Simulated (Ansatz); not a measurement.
**C2H3BCl2: up Jacob's ladder to CCSD(T)**

How much do the methods differ for C2H3BCl2? The plan is to run it at one geometry with functionals of several rungs and with coupled cluster. The yardstick is the atomisation energy at the CCSD(T) limit.

The runs use Ansatz 0.2.0, Gaussian basis; functionals in def2-TZVPP, the program's frozen cores in correlated methods.

Levels to be run: LDA (SPW92), PBE-D4, revPBE-D4, BLYP-D4, r2SCAN-D4, B97M-V, PBE0-D4, B3LYP-D4, r2SCANh-D4, r2SCAN0-D4, HSE06-D4, BHLYP-D4, CAM-B3LYP-D4, LC-ωPBE, ωB97X-V, ωB97M-V, B2PLYP, PBE-QIDH; CCSD(T)/def2-SVP; CCSD(T)/def2-TZVPP; MP2/def2-QZVPP; extrapolation to the limit; RPA on PBE.

### Step 1. Structure used throughout

The geometry comes from an earlier relaxation with PBE0-D4 in a triple-zeta def2 set; it is a stationary point, not always the lowest conformer.

SMILES `ClB1CC1Cl`, 8 atoms, charge 0, spin multiplicity 1.

Atoms are counted from 1 here; the program's logs count them from 0.

Bond lengths: Cl1–B2 1.708 Å, B2–C3 1.516 Å, B2–C4 1.521 Å, C3–C4 1.550 Å, C3–H6 1.086 Å, C3–H7 1.088 Å, C4–Cl5 1.759 Å, C4–H8 1.084 Å. Angles: Cl1–B2–C3 149.6°, Cl1–B2–C4 147.9°, C3–B2–C4 61.4°, B2–C3–C4 59.5°, B2–C3–H6 123.4°, B2–C3–H7 117.9°, C4–C3–H6 114.6°, C4–C3–H7 118.0°, H6–C3–H7 113.0°, B2–C4–C3 59.1°, B2–C4–Cl5 119.2°, B2–C4–H8 123.0°, C3–C4–Cl5 118.9°, C3–C4–H8 115.3°, Cl5–C4–H8 111.6°.

### Step 2. LDA

This LDA is Slater exchange with PW92 correlation.

Contents of in.yaml:

```yaml
crystal:
  periodic: [false, false, false]
  atoms:
    - {symbol: Cl, position_ang: [-2.473608, 0.378090, 0.885926]}
    - {symbol: B, position_ang: [-0.888562, 0.008844, 0.368878]}
    - {symbol: C, position_ang: [0.595974, -0.074272, 0.662903]}
    - {symbol: C, position_ang: [0.073186, -0.200354, -0.790518]}
    - {symbol: Cl, position_ang: [0.361630, 1.120564, -1.915193]}
    - {symbol: H, position_ang: [1.079378, -0.967112, 1.048313]}
    - {symbol: H, position_ang: [1.111647, 0.842151, 0.942591]}
    - {symbol: H, position_ang: [0.232357, -1.164910, -1.258601]}
basis:
  gaussian: {orbitals: def2-TZVPP}
hamiltonian: {xc: lda}
output: {orbitals: {seedname: orbitals}}
```

Started as:

```console
$ ansatz run in.yaml --threads 2 --pin off --events-out ev --progress --plain --max-ram 4352MiB
```

The runs that follow: PBE-D4 (GGA); revPBE-D4 (GGA); BLYP-D4 (GGA); r2SCAN-D4 (meta-GGA); B97M-V (meta-GGA); B3LYP-D4 (hybrid); r2SCANh-D4 (hybrid); r2SCAN0-D4 (hybrid); HSE06-D4 (hybrid); BHLYP-D4 (hybrid); CAM-B3LYP-D4 (range-separated); LC-ωPBE (range-separated); ωB97X-V (range-separated); ωB97M-V (range-separated); B2PLYP (double hybrid); PBE-QIDH (double hybrid); CCSD(T) in def2-SVP; CCSD(T) in def2-TZVPP; MP2 in def2-QZVPP; RPA on PBE orbitals.

**Question.** What will the summary of the whole plan be? Wanted: atomisation energy, CCSD(T)/CBS; farthest beyond LDA; mean size of error, GGA; mean size of error, meta-GGA; mean size of error, hybrid; mean size of error, range-separated; mean size of error, double hybrid; gap, smallest and largest; T1 diagnostic.

The runs gave:

```
                               quantity                                      value
        atomisation energy, CCSD(T)/CBS                             713.9 kcal/mol
functionals within 3.6 kcal/mol (0.5 %)              BLYP-D4, B3LYP-D4, r2SCAN0-D4
                    farthest beyond LDA                    PBE-D4 (+32.7 kcal/mol)
                mean size of error, GGA                              15.0 kcal/mol
           mean size of error, meta-GGA                              14.6 kcal/mol
             mean size of error, hybrid                              12.2 kcal/mol
    mean size of error, range-separated                               7.7 kcal/mol
      mean size of error, double hybrid                               7.4 kcal/mol
              gap, smallest and largest  3.12 eV (LDA (SPW92)), 10.57 eV (LC-ωPBE)
                          T1 diagnostic                                     0.0111
triples share of the correlation energy                                      4.4 %
```

In words: LDA overbinds by 125.7 kcal/mol (18 %). PBE-D4 is off by +32.7 kcal/mol. Double hybrids carry the basis error of their MP2 part in triple zeta, and no dispersion term here, so their miss is partly the set-up's. By mean error the best rung here is double hybrid (7.4 kcal/mol) and the worst beyond LDA is GGA (15.0 kcal/mol). The gap between the best rungs is small, so their order is not settled. The reference freezes the cores and leaves out relativity and excitations past (T), so misses under about 3.6 kcal/mol can't be ranked. Hartree-Fock recovers 74 % of the binding; the rest is correlation. CCSD(T) in def2-SVP is off by -31.4 kcal/mol, more than most functionals: a good method in a small basis is no reference. Orbital gaps span 3.1 to 10.6 eV; exact exchange widens them.
